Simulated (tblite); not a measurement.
# ClH6NO2Si2: the cost of one run

Computed with tblite 0.8.0 and PySCF 2.14.0; each step states its level. No surroundings beyond the atoms listed, unless a continuum is named. Atoms count from 0, parts from 1.

### Step 1. Starting point

12 atoms, charge 0, multiplicity 1; geometry: distance geometry start.

### Step 2. Relaxing the cluster with GFN2-xTB

What the job is given:

```
{"job": {"kind": "relax", "xc": "GFN2-xTB", "basis": "xTB"}, "charge": 0, "multiplicity": 1}
Si     0.687524    -1.236214    -0.370433
N      0.494506     0.566675    -0.686777
Si     1.879035     1.361974    -1.556634
O      2.171953    -1.537383     0.522494
O     -0.687837    -1.824755     0.531453
Cl     0.766533    -2.252855    -2.243758
H      0.046001     1.105341     0.069136
H      3.080657     1.085949    -0.875976
H      1.649479     2.765850    -1.581887
H      1.955886     0.878679    -2.890836
H      2.869930    -0.875549     0.698865
H     -1.027562    -2.736869     0.490253
```

Method: GFN2-xTB geometry optimisation, gas phase.

On the command line:

```bash
$ OMP_NUM_THREADS=1 python cluster_run.py task.json out
```

The driver reads the jobs from task.json and runs them one after another.

Q: Estimate the wall time of this first job on 1 thread of Arm Neoverse V2, shared host.

About 2.7 s.
